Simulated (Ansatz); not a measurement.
Program: Ansatz.

Input file:

```yaml
accuracy: low
crystal:
  lattice:
    - [6.87, 0.0, 0.0]
    - [-3.435, 5.949595, 0.0]
    - [0.0, 0.0, 7.17686]
  atoms:
    - { symbol: Be, position: [-0.00901997, 0.00226175, -0.00660488] }
    - { symbol: Be, position: [0.13251856, 0.22755964, 0.2184605] }
    - { symbol: Be, position: [0.0104851, 0.00561765, 0.48414445] }
    - { symbol: Be, position: [0.12048347, 0.22082638, 0.71971033] }
    - { symbol: Be, position: [-0.00197361, 0.33115965, -0.00602703] }
    - { symbol: Be, position: [0.1543545, 0.56701485, 0.21957442] }
    - { symbol: Be, position: [0.0618045, 0.39687949, 0.46690159] }
    - { symbol: Be, position: [0.08892348, 0.54652276, 0.72228252] }
    - { symbol: Be, position: [0.09531745, 0.70898195, -0.01431604] }
    - { symbol: Be, position: [0.17758148, 0.92919056, 0.25958813] }
    - { symbol: Be, position: [0.03090325, 0.71751236, 0.47801207] }
    - { symbol: Be, position: [0.13278655, 0.90591974, 0.73321894] }
    - { symbol: Be, position: [0.35133127, 0.02219365, -0.00627834] }
    - { symbol: Be, position: [0.48197891, 0.23345269, 0.22772607] }
    - { symbol: Be, position: [0.33113532, -0.00473317, 0.48242965] }
    - { symbol: Be, position: [0.49513005, 0.26735324, 0.72564795] }
    - { symbol: Be, position: [0.39810999, 0.34363285, -0.0113518] }
    - { symbol: Be, position: [0.44980217, 0.56253567, 0.19643902] }
    - { symbol: Be, position: [0.3119369, 0.31602025, 0.43989445] }
    - { symbol: Be, position: [0.43197328, 0.5168894, 0.72360569] }
    - { symbol: Be, position: [0.35061207, 0.65710699, -0.03474281] }
    - { symbol: Be, position: [0.46170712, 0.89091441, 0.23830581] }
    - { symbol: Be, position: [0.41074122, 0.72470328, 0.53278807] }
    - { symbol: Be, position: [0.43163925, 0.90617684, 0.73134361] }
    - { symbol: Be, position: [0.61479322, -0.0066421, 0.00121241] }
    - { symbol: Be, position: [0.77415834, 0.17938411, 0.22181375] }
    - { symbol: Be, position: [0.66216255, 0.05905677, 0.4928746] }
    - { symbol: Be, position: [0.81089403, 0.22615502, 0.74207546] }
    - { symbol: Be, position: [0.71284359, 0.34111058, -0.00105698] }
    - { symbol: Be, position: [0.8227356, 0.54129, 0.21795387] }
    - { symbol: Be, position: [0.66663036, 0.31476939, 0.48104581] }
    - { symbol: Be, position: [0.7950659, 0.57801286, 0.70698452] }
    - { symbol: Be, position: [0.7065714, 0.71519646, -0.0336633] }
    - { symbol: Be, position: [0.77059494, 0.88979655, 0.25288929] }
    - { symbol: Be, position: [0.67800687, 0.61687848, 0.46110961] }
    - { symbol: Be, position: [0.76414027, 0.89260157, 0.72502956] }
basis:
  ecutwfc: 420.0
kpoints:
  mp_grid: { grid: [2, 2, 2] }
hamiltonian:
  xc: pbesol
scf:
  occupations: { method: fermi_dirac, width: 0.17 }
  lower_state_search: "off"
  max_iter: 60
md:
  timestep: -0.5
  n_steps: 25
  ensemble: npt_langevin
  temperature: 1400.0
  initial_velocities: maxwell_boltzmann
  seed: 701561
  friction: 0.02
  pressure: 0.0
  fix_cell: [angles]
```

Run as:

```bash
$ ansatz run input.yaml --threads 1 --pin off --max-ram 3072MiB --backend cpu --events-out ev --progress --plain --runs-dir out
```

Problem. What happens when this is run?

Solution. The program refused the input.

```
Error: invalid value for `md.timestep`: must be finite and > 0; got -0.5 fs
```
